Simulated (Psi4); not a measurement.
**MoCl4O (SMILES O=[Mo](Cl)(Cl)(Cl)Cl): revPBE/def2-SVP (core potential)**

What is the energy change on altering one bond length of MoCl4O at revPBE/def2-SVP (core potential)? 

The results are computed with Psi4 1.11.

20 further runs of the same task are left out: 19 that didn't finish, 1 set aside as unsound or not needed.

## Step 1: Starting point

The species is MoCl4O (6 atoms), meant as a singlet with charge 0. SMILES: `O=[Mo](Cl)(Cl)(Cl)Cl`. The shape is that of a PBE0-D4/def2-TZVP optimisation.

Bond lengths: O1–Mo2 1.667 Å, Mo2–Cl3 2.233 Å, Mo2–Cl4 2.233 Å, Mo2–Cl5 2.374 Å, Mo2–Cl6 2.233 Å. Angles: O1–Mo2–Cl3 92.8°, O1–Mo2–Cl4 92.8°, O1–Mo2–Cl5 179.9°, O1–Mo2–Cl6 92.7°, Cl3–Mo2–Cl4 119.7°, Cl3–Mo2–Cl5 87.3°, Cl3–Mo2–Cl6 119.8°, Cl4–Mo2–Cl5 87.3°, Cl4–Mo2–Cl6 119.8°, Cl5–Mo2–Cl6 87.2°.

## Step 2: Energy and forces at revPBE/def2-SVP (core potential)

File cl4moo.xyz:

```xyz
6
Cl4MoO
O     -0.647300    -1.552840     0.739910
Mo    -0.060260    -0.144860     0.068810
Cl     2.064980    -0.754570     0.382320
Cl    -1.047850    -0.541190    -1.894310
Cl     0.775250     1.861870    -0.884910
Cl    -1.084830     1.131590     1.588170
```

File run.py:

```python
import numpy as np
from ase.calculators.psi4 import Psi4
from ase.io import read

atoms = read('cl4moo.xyz')
calc = Psi4(atoms=atoms, method='revpbe', basis='def2-SVP', memory='2200MB', num_threads=1, charge=0, multiplicity=1, label='calc')
calc.psi4.set_options({'puream': True, 'e_convergence': 1e-09, 'd_convergence': 1e-08, 'scf_type': 'pk', 'dft_radial_points': 99, 'dft_spherical_points': 590})
atoms.calc = calc

forces = atoms.get_forces()
print(f'energy: {atoms.get_potential_energy():.6f} eV')
print('forces / eV A^-1')
print(np.round(forces, 5))
```

The run is started by

```sh
$ python run.py
```

calc.dat:

```text
[...]
  Running in c1 symmetry.
[...]
  Nuclear repulsion =  614.411582442845429
[...]
  Multiplicity = 1
[...]
  Nalpha       = 45
  Nbeta        = 45
[...]
    Number of basis functions: 117
[...]
   @RKS iter   1: -1982.54503055071996    5.46861e-01   1.18716e-02 DIIS/ADIIS
[...]
   @RKS iter  17: -1983.48466189562782   -1.97815e-11   3.32398e-09 DIIS
[...]
    Orbital Energies [Eh]
    ---------------------
    Doubly Occupied:
       1A   -100.700207     2A   -100.700161     3A   -100.700067
       4A   -100.645583     5A    -18.853523     6A     -9.224242
       7A     -9.224196     8A     -9.224101     9A     -9.168976
      10A     -7.046138    11A     -7.046094    12A     -7.046003
      13A     -7.041678    14A     -7.041635    15A     -7.041540
      16A     -7.038121    17A     -7.038077    18A     -7.037977
      19A     -6.987752    20A     -6.986305    21A     -6.986299
      22A     -2.597768    23A     -1.643589    24A     -1.632325
      25A     -1.632319    26A     -0.882173    27A     -0.785888
      28A     -0.775771    29A     -0.775687    30A     -0.723854
      31A     -0.431612    32A     -0.424404    33A     -0.424393
      34A     -0.408217    35A     -0.408159    36A     -0.393724
[...]
  @RKS Final Energy: -1983.48466189562782
   => Energetics <=
    Nuclear Repulsion Energy =            614.4115824428454289
    One-Electron Energy =               -3984.9529698768533308
    Two-Electron Energy =                1516.1090245478594625
    DFT Exchange-Correlation Energy =    -129.0522990094792988
    Empirical Dispersion Energy =           0.0000000000000000
    VV10 Nonlocal Energy =                  0.0000000000000000
    Total Energy =                      -1983.4846618956278235
[...]
 Multipole Moments:
 ------------------------------------------------------------------------------------
     Multipole            Electronic (a.u.)      Nuclear  (a.u.)        Total (a.u.)
 ------------------------------------------------------------------------------------
 L = 1.  Multiply by 2.5417464519 to convert [e a0] to [Debye]
 Dipole X            :         -5.7750580            5.6611762           -0.1138817
 Dipole Y            :        -13.8705276           13.5954054           -0.2751222
 Dipole Z            :          6.5970220           -6.4678941            0.1291279
 Magnitude           :                                                    0.3245540
[...]
  -Total Gradient:
     Atom            X                  Y                   Z
    ------   -----------------  -----------------  -----------------
       1        0.013271217796     0.031848680777    -0.015170482606
       2       -0.008570616671    -0.020574166023     0.009795880916
       3       -0.016715915821     0.005381437634    -0.002750393750
       4        0.008092256207     0.003695575332     0.015405455487
       5       -0.004449771077    -0.010684740804     0.005081131950
       6        0.008376176967    -0.009659960811    -0.012358947558
[...]
```

On the terminal:

```text
energy: -53973.366808 eV
forces / eV A^-1
[[-0.68243 -1.63772  0.7801 ]
 [ 0.44072  1.05797 -0.50372]
 [ 0.85957 -0.27672  0.14143]
 [-0.41612 -0.19003 -0.79218]
 [ 0.22882  0.54943 -0.26128]
 [-0.43072  0.49674  0.63552]]
```

It took 58 s on 1 thread of AMD EPYC 7R43 (Zen 3), shared host; peak memory 0.72 GiB.

## Step 3: The distorted shape: a single-point energy at revPBE/def2-SVP (core potential)

File cl4moo.xyz:

```xyz
6
Cl4MoO
O     -1.315699    -3.158203     1.502876
Mo    -0.728659    -1.750223     0.831776
Cl     1.396581    -2.359933     1.145286
Cl    -1.716249    -2.146553    -1.131344
Cl     0.775250     1.861870    -0.884910
Cl    -1.753229    -0.473773     2.351136
```

File calc.py:

```python
import psi4

psi4.set_memory(2200000000)
psi4.set_num_threads(1)
psi4.set_output_file('psi4.out', False)

with open('cl4moo.xyz') as f:
    atoms = ''.join(f.readlines()[2:])
geom = psi4.geometry('0 1\n' + atoms + 'symmetry c1\nno_reorient\nno_com')

psi4.set_options({
    'basis': 'def2-SVP',
    'puream': True,
    'e_convergence': 1e-09,
    'd_convergence': 1e-06,
    'scf_type': 'pk',
    'dft_radial_points': 99,
    'dft_spherical_points': 590,
    'level_shift': 0.3,
    'level_shift_cutoff': 1e-09,
    'maxiter': 150,
})

energy_value, wavefunction = psi4.energy("REVPBE", return_wfn=True)
print('E =', round(energy_value, 9))
for k, v in sorted(psi4.core.scalar_variables().items()):
    print(f'{k:45s} {v:18.10f}')
```

The run is started by

```sh
$ python calc.py
```

psi4.out:

```text
[...]
    !!!  WARNING: ECP capability is in beta. Please check occupations closely.  !!!
[...]
  Running in c1 symmetry.
[...]
  Nuclear repulsion =  537.962432045785249
[...]
  Multiplicity = 1
[...]
  Nalpha       = 45
  Nbeta        = 45
[...]
    Number of basis functions: 117
[...]
   @RKS iter   1: -1982.25017497127351    6.68242e-01   1.23965e-02 DIIS/ADIIS/SHIFT
[...]
   @RKS iter 133: -1983.39699709224897   -9.16089e-10   2.32284e-07 DIIS/SHIFT
[...]
    Orbital Energies [Eh]
    ---------------------
    Doubly Occupied:
       1A   -100.723912     2A   -100.723876     3A   -100.723811
       4A   -100.582310     5A    -18.886885     6A     -9.247434
       7A     -9.247397     8A     -9.247330     9A     -9.102594
      10A     -7.068784    11A     -7.068750    12A     -7.068685
      13A     -7.064516    14A     -7.064482    15A     -7.064415
      16A     -7.062370    17A     -7.062335    18A     -7.062266
      19A     -6.921856    20A     -6.921852    21A     -6.918816
      22A     -2.609212    23A     -1.661113    24A     -1.642570
      25A     -1.642569    26A     -0.907745    27A     -0.806318
      28A     -0.796673    29A     -0.796606    30A     -0.640140
      31A     -0.449676    32A     -0.443112    33A     -0.443098
      34A     -0.425384    35A     -0.425329    36A     -0.406935
[...]
  @RKS Final Energy: -1983.39699709224897
   => Energetics <=
    Nuclear Repulsion Energy =            537.9624320457852491
    One-Electron Energy =               -3831.6782737556864049
    Two-Electron Energy =                1439.3035765865047324
    DFT Exchange-Correlation Energy =    -128.9847319688524010
    Empirical Dispersion Energy =           0.0000000000000000
    VV10 Nonlocal Energy =                  0.0000000000000000
    Total Energy =                      -1983.3969970922489665
[...]
 Multipole Moments:
 ------------------------------------------------------------------------------------
     Multipole            Electronic (a.u.)      Nuclear  (a.u.)        Total (a.u.)
 ------------------------------------------------------------------------------------
 L = 1.  Multiply by 2.5417464519 to convert [e a0] to [Debye]
 Dipole X            :         80.1072135          -80.8553659           -0.7481524
 Dipole Y            :        192.4303627         -194.2286193           -1.7982566
 Dipole Z            :        -91.4234417           92.2767024            0.8532608
 Magnitude           :                                                    2.1263849
[...]
```

On the terminal:

```text
E = -1983.396997092
CURRENT ENERGY                                  -1983.3969970922
CURRENT REFERENCE ENERGY                        -1983.3969970922
DD SOLVATION ENERGY                                 0.0000000000
DFT FUNCTIONAL TOTAL ENERGY                     -1983.3969970922
DFT TOTAL ENERGY                                -1983.3969970922
DFT VV10 ENERGY                                     0.0000000000
DFT XC ENERGY                                    -128.9847319689
GRID ELECTRONS ALPHA                               45.0000004838
GRID ELECTRONS BETA                                45.0000004838
GRID ELECTRONS TOTAL                               90.0000009677
NUCLEAR REPULSION ENERGY                          537.9624320458
ONE-ELECTRON ENERGY                             -3831.6782737557
PCM POLARIZATION ENERGY                             0.0000000000
PE ENERGY                                           0.0000000000
SCF ITERATION ENERGY                            -1983.3969970922
SCF ITERATIONS                                    133.0000000000
SCF TOTAL ENERGY                                -1983.3969970922
TWO-ELECTRON ENERGY                              1439.3035765865
XC GRID RADIAL POINTS                              99.0000000000
XC GRID SPHERICAL POINTS                          590.0000000000
XC GRID TOTAL POINTS                           334430.0000000000
```

Run time: 3.3 min. Hardware: 1 thread of AMD EPYC 7R43 (Zen 3), shared host; peak memory 0.71 GiB.

## Step 4: Summary of results

At revPBE/def2-SVP (core potential):

| quantity | value |
| --- | --- |
| first shape: total energy | -1983.48466 Eh |
| first shape: dipole moment | 0.82 D |
| first shape: HOMO energy | -7.43 eV |
| first shape: LUMO energy | -5.10 eV |
| first shape: HOMO–LUMO gap | 2.33 eV |
| first shape: largest force on an atom | 1.938 eV/Å |
| distorted shape: total energy | -1983.39700 Eh |
| distorted shape: dipole moment | 5.40 D |
| distorted shape: HOMO energy | -5.77 eV |
| energy change with the Mo2–Cl5 bond stretched from 2.374 to 4.273 Å | 2.385 eV |

What this shows: One bond (distorted shape) is far stretched, which a spin-restricted single reference describes badly; a broken-symmetry solution may lie lower. With the Mo2–Cl5 bond stretched from 2.374 to 4.273 Å the energy rises by 2.39 eV (55 kcal/mol). The first shape isn't relaxed at this level, so the change isn't measured from a minimum. A restricted reference can't describe the breaking bond well at this length. The largest force (first shape) is 1.94 eV/Å: the shape isn't a stationary point for this species at this level.
